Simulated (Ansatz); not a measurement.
# H3AuO2: how energies converge with the basis set

An exercise on one series of results from a longer session: the logs are not shown, and one member is left open.

Program: Ansatz 0.2.0, Gaussian basis. Level of theory: one geometry, several basis sets. These are calculated values, not measurements.

Levels to be run: PBE0-D4/def2-SVP; ωB97M-V/def2-SVP; PBE0-D4/def2-QZVPP; ωB97M-V/def2-QZVPP; the functionals' def2-TZVPP values are taken from earlier runs.

## The geometry

The geometry comes from an earlier relaxation with PBE0-D4 in a triple-zeta def2 set; it is a stationary point. Au takes the def2 core potential; no spin-orbit term is included.

SMILES `[OH][Au-][OH2+]`, 6 atoms, charge 0, spin multiplicity 1.

Atoms are counted from 1 here; the program's logs count them from 0.

Bond lengths: O1–Au2 1.937 Å, O1–H4 0.962 Å, Au2–O3 2.127 Å, O3–H5 0.963 Å, O3–H6 0.963 Å. Angles: Au2–O1–H4 106.7°, O1–Au2–O3 177.3°, Au2–O3–H5 110.8°, Au2–O3–H6 110.8°, H5–O3–H6 107.1°.

Coordinates:

```
O    -1.8316   -1.4373   -0.6394
Au   -0.3364   -0.3203   -0.1216
O     1.2451    0.9876    0.4372
H    -1.5156   -2.3458   -0.6278
H     1.4323    1.6179   -0.2669
H     1.0061    1.4980    1.2184
```

Set-up of the first run:

File in.yaml:

```yaml
crystal:
  periodic: [false, false, false]
  atoms:
    - {symbol: O, position_ang: [-1.831618, -1.437337, -0.639356]}
    - {symbol: Au, position_ang: [-0.336352, -0.320305, -0.121571]}
    - {symbol: O, position_ang: [1.245134, 0.987606, 0.437186]}
    - {symbol: H, position_ang: [-1.515576, -2.345786, -0.627826]}
    - {symbol: H, position_ang: [1.432281, 1.617852, -0.266875]}
    - {symbol: H, position_ang: [1.006131, 1.497970, 1.218442]}
basis:
  gaussian: {orbitals: def2-SVP}
hamiltonian: {xc: pbe0, dispersion: d4}
output: {orbitals: {seedname: orbitals}}
```

On the command line:

```console
> ansatz run in.yaml --threads 2 --pin off --events-out ev --progress --plain --max-ram 32768MiB --backend cpu
```

Among the steps run: PBE0-D4 in def2-SVP; ωB97M-V in def2-SVP; PBE0-D4 in def2-QZVPP; ωB97M-V in def2-QZVPP.

One of the session's tables, all rows but one given; the rest of the session is left out.

It belongs to the step «Density functionals: the series». 

| functional | basis | HOMO (eV) |
| --- | --- | --- |
| PBE0-D4 | def2-SVP | -6.29 |
| PBE0-D4 | def2-TZVPP | -6.51 |
| PBE0-D4 | def2-QZVPP | -6.58 |
| ωB97M-V | def2-SVP | -8.64 |
| ωB97M-V | def2-TZVPP | ? |
| ωB97M-V | def2-QZVPP | -8.97 |

Q: Estimate the row for ωB97M-V, def2-TZVPP from the others.

**Answer.** HOMO (eV): -8.89. In the column «HOMO (eV)» it lies between ωB97M-V, def2-QZVPP (-8.97) and ωB97M-V, def2-SVP (-8.64).
